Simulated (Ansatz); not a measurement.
# CH₅BFN: a ladder of functionals and wavefunction methods

The task here is to estimate one member of a computed series from the others.

Program: Ansatz 0.2.0, Gaussian basis. Level of theory: functionals in def2-TZVPP, the program's frozen cores in correlated methods. These are calculated values, not measurements.

The runs, in order: LDA (SPW92), PBE-D4, revPBE-D4, BLYP-D4, r2SCAN-D4, B97M-V, PBE0-D4, B3LYP-D4, r2SCANh-D4, r2SCAN0-D4, HSE06-D4, BHLYP-D4, CAM-B3LYP-D4, LC-ωPBE, ωB97X-V, ωB97M-V, B2PLYP, PBE-QIDH; CCSD(T)/def2-SVP; CCSD(T)/def2-TZVPP; MP2/def2-QZVPP; extrapolation to the limit; RPA on PBE.

## The geometry

An earlier PBE0-D4 in a triple-zeta def2 set relaxation fixed the geometry.

9 atoms, charge 0, spin multiplicity 1.

Atoms are counted from 1 here; the program's logs count them from 0.

Bond lengths: N1–B2 1.382 Å, N1–H5 1.004 Å, N1–H6 1.008 Å, B2–C3 1.572 Å, B2–H7 1.199 Å, C3–F4 1.398 Å, C3–H8 1.097 Å, C3–H9 1.097 Å. Angles: B2–N1–H5 124.1°, B2–N1–H6 121.3°, H5–N1–H6 114.6°, N1–B2–C3 119.5°, N1–B2–H7 120.5°, C3–B2–H7 120.1°, B2–C3–F4 112.4°, B2–C3–H8 111.3°, B2–C3–H9 111.3°, F4–C3–H8 107.6°, F4–C3–H9 107.6°, H8–C3–H9 106.5°.

Set-up of the first run:

in.yaml

```yaml
crystal:
  periodic: [false, false, false]
  atoms:
    - {symbol: N, position_ang: [-0.610782, 0.911726, -0.880553]}
    - {symbol: B, position_ang: [0.461967, 0.438533, -0.148352]}
    - {symbol: C, position_ang: [0.295685, -0.866155, 0.713084]}
    - {symbol: F, position_ang: [-0.990557, -1.405981, 0.617997]}
    - {symbol: H, position_ang: [-0.581079, 1.736622, -1.452864]}
    - {symbol: H, position_ang: [-1.499585, 0.437189, -0.874353]}
    - {symbol: H, position_ang: [1.512306, 1.015731, -0.167145]}
    - {symbol: H, position_ang: [1.005023, -1.642954, 0.400807]}
    - {symbol: H, position_ang: [0.495623, -0.671112, 1.774279]}
basis:
  gaussian: {orbitals: def2-TZVPP}
hamiltonian: {xc: lda}
output: {orbitals: {seedname: orbitals}}
```

Run with:

```console
$ ansatz run in.yaml --threads 2 --pin off --events-out ev --progress --plain --max-ram 4352MiB
```

Among the steps run: LDA; PBE-D4 (GGA); revPBE-D4 (GGA); BLYP-D4 (GGA); r2SCAN-D4 (meta-GGA); B97M-V (meta-GGA); B3LYP-D4 (hybrid); r2SCANh-D4 (hybrid); r2SCAN0-D4 (hybrid); HSE06-D4 (hybrid); BHLYP-D4 (hybrid); CAM-B3LYP-D4 (range-separated); LC-ωPBE (range-separated); ωB97X-V (range-separated); ωB97M-V (range-separated); B2PLYP (double hybrid); PBE-QIDH (double hybrid).

One of the session's tables, all rows but one given; the rest of the session is left out.

It belongs to the step «Frontier levels by functional». 

```
  functional  HOMO (eV)  LUMO (eV)  gap (eV)
 LDA (SPW92)      -7.11      -0.75      6.36
      PBE-D4      -6.99      -0.51      6.48
   revPBE-D4      -6.93      -0.41      6.52
     BLYP-D4          ?          ?         ?
   r2SCAN-D4      -7.33      -0.13      7.21
      B97M-V      -7.48      -0.17      7.31
     PBE0-D4      -8.59       0.48      9.07
    B3LYP-D4      -8.35       0.23      8.58
  r2SCANh-D4      -7.94       0.21      8.15
  r2SCAN0-D4      -8.79       0.71      9.50
    HSE06-D4      -8.18       0.10      8.28
    BHLYP-D4      -9.88       1.45     11.33
CAM-B3LYP-D4     -10.05       1.54     11.59
     LC-ωPBE     -11.45       2.73     14.18
     ωB97X-V     -11.08       2.63     13.71
     ωB97M-V     -10.99       2.21     13.20
```

**Question.** Estimate the row for BLYP-D4.

Worked estimate for «HOMO (eV)». Against the share of exact exchange, B3LYP-D4 (0.2, -8.35), BHLYP-D4 (0.5, -9.88) give a slope of -5.10 per unit share; at 0 the line stands at -7.33.

As computed: HOMO (eV): -6.94; LUMO (eV): -0.38; gap (eV): 6.55. In «HOMO (eV)» the line misses by -0.39.
